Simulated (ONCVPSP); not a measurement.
**An ONCV potential for Zn, from input to tests**

Do these settings give a usable potential? It is generated, then checked for transferability, scattering, ghosts and hardness.

Program: ONCVPSP 4.0.1.1 (patched build). Reference atom: PBE, scalar-relativistic, spherical and spin-unpolarised. All values are calculated.

**1. Settings**

The settings as typed:

```json
{
  "element": "zinc (Zn, Z = 30)",
  "type": "optimised norm-conserving Vanderbilt (ONCV)",
  "frozen core": "[Ar] 3d10",
  "valence charge": "2",
  "reference configuration": "4s2",
  "partial waves": "4s: rc 2.25 bohr, ncon 3, nbas 7, qcut 2.5 1/bohr, 1 projector; p scattering state at 0.09 Ha: rc 2.40 bohr, ncon 4, nbas 7, qcut 4 1/bohr, 2 projectors, debl 1.4 Ha; d scattering state at 0.08 Ha: rc 2.25 bohr, ncon 4, nbas 8, qcut 4.2 1/bohr, local",
  "local potential": "the d channel",
  "core correction": "Teter function, fcfact 3.75, rcfact 1.1"
}
```

The outer shells as boxes (Hund's rule for the drawing; the calculation is spin-unpolarised):

```
[Ar] core
3d [↑↓][↑↓][↑↓][↑↓][↑↓]
4s [↑↓]
```

An earlier all-electron run gives the scale for the radii.

All-electron outer shells of the reference configuration (PBE, scalar-relativistic, ld1.x):

| shell | level (eV) | outermost node (bohr) | outermost maximum (bohr) |
| --- | --- | --- | --- |
| 3d | -10.14 | – | 0.57 |
| 4s | -5.98 | 0.85 | 2.09 |
| 4p | -1.12 | 0.92 | 3.08 |

**2. Generation**

Zn.dat

```
# ATOM AND REFERENCE CONFIGURATION
# atsym  z   nc   nv     iexc    psfile
  Zn 30.00    6    1        4      upf
#
#   n    l    f
    1    0    2.00
    2    0    2.00
    2    1    6.00
    3    0    2.00
    3    1    6.00
    3    2   10.00
    4    0    2.00
#
# PSEUDOPOTENTIAL AND OPTIMIZATION
# lmax
    2
#
#   l,   rc,      ep,       ncon, nbas, qcut
    0    2.25    0.00    3    7    2.50
    1    2.40    0.09    4    7    4.00
    2    2.25    0.08    4    8    4.20
#
# LOCAL POTENTIAL
# lloc, lpopt,  rc(5),   dvloc0
    2    5    2.25    0.00
#
# VANDERBILT-KLEINMAN-BYLANDER PROJECTORs
# l, nproj, debl
    0    1    1.20
    1    2    1.40
    2    0    2.20
#
# MODEL CORE CHARGE
# icmod, fcfact, rcfact
    3    3.75    1.10
#
# LOG DERIVATIVE ANALYSIS
# epsh1, epsh2, depsh
   -2.00    5.00    0.02
#
# OUTPUT GRID
# rlmax, drl
    6.00    0.01
#
# TEST CONFIGURATIONS
# ncnf
    4
# nvcnf
#   n    l    f
    1
    4    0    1.00
#
    1
    4    0    1.50
#
    2
    4    0    1.00
    4    1    1.00
#
    2
    4    0    0.00
    4    1    2.00
#
```

Run with:

```console
oncvpsp.x < Zn.dat > Zn.out
```

Q: Predict the outcome of this session. Wanted: cutoffs for 1 and 0.1 mHa per electron, occupied waves; bound ghosts; GHOST(+) flags; largest test error; largest phase difference near zero energy, channels read; rms error of d²Exc/dn², without and with the model core; projector energies reset by the program.

**Answer**, as computed:

| quantity | value |
| --- | --- |
| cutoffs for 1 and 0.1 mHa per electron, occupied waves | 7.7 Ha and 27 Ha |
| bound ghosts | s at -1116.02 eV |
| GHOST(+) flags | none at low energy |
| largest test error (AE − PS) | -56 meV, for 4s1 (1 test unsolved) |
| largest phase difference near zero energy, channels read | 0.785 rad |
| rms error of d²Exc/dn², without and with the model core | 14.48 and 8.89 mHa |
| projector energies reset by the program | p: 0.050, 1.450 Ha |

It has a bound ghost (s), a state that the atom doesn't have, and that rules the file out. Close by lies the frozen 2s level (-1158.3 eV). The worst unpolarised test, 4s1, is off by 56 meV on 9.9 eV; by total energies transferability rates as fair where solved. Of the tests 1 gave no usable energy difference, which is a warning in itself. The potential is soft on the atom at that tolerance: the looser tolerance needs 7.7 Ha. The tighter tolerance needs 27 Ha, and converged work needs a cutoff nearer that. Of the channels read, d scatters worst near zero energy, by up to 0.78 rad. All of this concerns the isolated atom, not yet a solid.
